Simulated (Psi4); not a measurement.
# MN15/def2-TZVP (core potential, sweep point 8) run of InHCl2 (SMILES [Cl][InH][Cl])

Aim: the vertical ionisation energy of InHCl2 at MN15/def2-TZVP (core potential, sweep point 8), from 2 runs. 

The results are computed with Psi4 1.11.

4 further runs of the same task are left out: 4 set aside as unsound or not needed.

**1. The structure to begin with**

The species is InHCl2 (4 atoms), meant as a singlet with charge 0. SMILES: `[Cl][InH][Cl]`. The shape is that of a PBE0-D4/def2-TZVP optimisation.

Bond lengths: Cl1–In2 2.312 Å, In2–Cl3 2.312 Å, In2–H4 1.694 Å. Angles: Cl1–In2–Cl3 111.9°, Cl1–In2–H4 124.1°, Cl3–In2–H4 124.1°.

**2. The energy at MN15/def2-TZVP (core potential, sweep point 8)**

File calc.py:

```python
import psi4

psi4.set_memory(1600000000)
psi4.set_num_threads(1)
psi4.core.set_output_file('psi4.out', False)

m = psi4.geometry("""
0 1
Cl    -1.807300     0.708800    -0.992600
In     0.149700     0.132200     0.095600
Cl     0.538000    -2.146000     0.019800
H      1.175200     1.244600     0.856900
symmetry c1
""")

psi4.set_options(dict(basis='def2-TZVP', puream=True, scf_type='pk', dft_radial_points=250, dft_spherical_points=1202))

E, wfn = psi4.energy('mn15', return_wfn=True)
print('E =', round(E, 9))
```

The run is started by

```
$ python calc.py
```

psi4.out:

```text
[...]
    !!!  WARNING: ECP capability is in beta. Please check occupations closely.  !!!
[...]
  Running in c1 symmetry.
[...]
  Nuclear repulsion =  214.953731184277160
[...]
  Multiplicity = 1
[...]
  Nalpha       = 28
  Nbeta        = 28
[...]
    Number of basis functions: 130
[...]
   @RKS iter   1: -1110.52157931711145   -1.00609e+00   5.03609e-03 DIIS/ADIIS
[...]
   @RKS iter   8: -1110.65155907474468   -2.55311e-08   3.69131e-07 DIIS
[...]
    Orbital Energies [Eh]
    ---------------------
    Doubly Occupied:
       1A   -100.332728     2A   -100.332720     3A     -9.155633
       4A     -9.155616     5A     -7.172856     6A     -7.172850
       7A     -7.166369     8A     -7.166364     9A     -7.164994
      10A     -7.164987    11A     -4.588370    12A     -3.075539
      13A     -3.063733    14A     -3.061124    15A     -0.884918
      16A     -0.883724    17A     -0.863717    18A     -0.862897
      19A     -0.861272    20A     -0.821739    21A     -0.801960
      22A     -0.500802    23A     -0.404056    24A     -0.397925
      25A     -0.377738    26A     -0.363021    27A     -0.357002
      28A     -0.355455
[...]
  @RKS Final Energy: -1110.65155907474468
   => Energetics <=
    Nuclear Repulsion Energy =            214.9537311842771601
    One-Electron Energy =               -2035.4567470020979272
    Two-Electron Energy =                 751.5573208019553704
    DFT Exchange-Correlation Energy =     -41.7058640588790297
    Empirical Dispersion Energy =           0.0000000000000000
    VV10 Nonlocal Energy =                  0.0000000000000000
    Total Energy =                      -1110.6515590747446822
[...]
 Multipole Moments:
 ------------------------------------------------------------------------------------
     Multipole            Electronic (a.u.)      Nuclear  (a.u.)        Total (a.u.)
 ------------------------------------------------------------------------------------
 L = 1.  Multiply by 2.5417464519 to convert [e a0] to [Debye]
 Dipole X            :         18.4328790          -17.8102192            0.6226598
 Dipole Y            :         19.9945862          -19.3190719            0.6755143
 Dipole Z            :         13.6768937          -13.2149844            0.4619093
 Magnitude           :                                                    1.0282923
[...]
```

On the terminal:

```text
E = -1110.651559075
```

Run time: 54 s. Hardware: 1 thread of Intel Xeon 6975P-C (Granite Rapids), shared host; peak memory 1 GiB.

**3. The doublet cation at the same level**

File job.py:

```python
import psi4

psi4.set_memory(1600000000)
psi4.set_num_threads(1)
psi4.set_output_file('psi4.out', False)

mol = psi4.geometry("""
1 2
Cl    -1.807300     0.708800    -0.992600
In     0.149700     0.132200     0.095600
Cl     0.538000    -2.146000     0.019800
H      1.175200     1.244600     0.856900
symmetry c1
""")

psi4.set_options({
    'reference': 'uks',
    'puream': True,
    'scf_type': 'pk',
    'dft_radial_points': 250,
    'dft_spherical_points': 1202,
    'maxiter': 150,
})

energy_value, wavefunction = psi4.energy('mn15/def2-TZVP', return_wfn=True)
print(f'mn15/def2-TZVP energy: {energy_value:.10f} Eh')
```

The run is started by

```
$ python job.py
```

psi4.out:

```text
[...]
    !!!  WARNING: ECP capability is in beta. Please check occupations closely.  !!!
[...]
  Running in c1 symmetry.
[...]
  Nuclear repulsion =  214.953731184277160
[...]
  Multiplicity = 2
[...]
  Nalpha       = 28
  Nbeta        = 27
[...]
    Number of basis functions: 130
[...]
   @UKS iter   1: -1110.16866921534074   -6.53175e-01   4.07852e-03 ADIIS/DIIS
[...]
   @UKS iter  15: -1110.23843625029531   -1.42012e-07   7.12471e-07 DIIS
[...]
   @S^2 Observed:                7.602865918E-01
[...]
    Orbital Energies [Eh]
    ---------------------
    Alpha Occupied:
       1A   -100.588204     2A   -100.588151     3A     -9.408789
       4A     -9.408734     5A     -7.428724     6A     -7.428673
       7A     -7.419773     8A     -7.419714     9A     -7.415429
      10A     -7.415378    11A     -4.815749    12A     -3.300462
      13A     -3.291752    14A     -3.289925    15A     -1.118721
      16A     -1.115279    17A     -1.091631    18A     -1.088381
      19A     -1.086842    20A     -1.056816    21A     -1.039059
      22A     -0.727865    23A     -0.636486    24A     -0.635953
      25A     -0.606878    26A     -0.598512    27A     -0.595568
      28A     -0.594754
    Alpha Virtual:
[...]
  @UKS Final Energy: -1110.23843625029531
   => Energetics <=
    Nuclear Repulsion Energy =            214.9537311842771601
    One-Electron Energy =               -2022.1672210101139626
    Two-Electron Energy =                 738.4829736968030147
    DFT Exchange-Correlation Energy =     -41.5079201212612432
    Empirical Dispersion Energy =           0.0000000000000000
    VV10 Nonlocal Energy =                  0.0000000000000000
    Total Energy =                      -1110.2384362502950808
[...]
 Multipole Moments:
 ------------------------------------------------------------------------------------
     Multipole            Electronic (a.u.)      Nuclear  (a.u.)        Total (a.u.)
 ------------------------------------------------------------------------------------
 L = 1.  Multiply by 2.5417464519 to convert [e a0] to [Debye]
 Dipole X            :         18.2327489          -17.8102192            0.4225297
 Dipole Y            :         19.7777264          -19.3190719            0.4586545
 Dipole Z            :         13.5282494          -13.2149844            0.3132650
 Magnitude           :                                                    0.6978756
[...]
```

On the terminal:

```text
mn15/def2-TZVP energy: -1110.2384362503 Eh
```

Run time: 2.3 min. Hardware: 1 thread of Intel Xeon 6975P-C (Granite Rapids), shared host; peak memory 1 GiB.

**4. Outcome**

Level: MN15/def2-TZVP (core potential, sweep point 8).

| quantity | value |
| --- | --- |
| singlet InHCl2: total energy | -1110.65156 Eh |
| singlet InHCl2: dipole moment | 2.61 D |
| singlet InHCl2: HOMO energy | -9.67 eV |
| singlet InHCl2: LUMO energy | -1.55 eV |
| singlet InHCl2: HOMO–LUMO gap | 8.12 eV |
| doublet cation: total energy | -1110.23844 Eh |
| doublet cation: HOMO energy (highest over α and β) | -15.00 eV |
| doublet cation: LUMO energy (lowest over α and β) | -12.80 eV |
| doublet cation: ⟨S²⟩ | 0.760 |
| vertical ionisation energy (to the doublet cation) | 11.242 eV |

Removing an electron at fixed nuclei costs 11.24 eV (1085 kJ/mol). −ε(HOMO) before ionisation, 9.67 eV, is 1.57 eV below this ionisation energy.
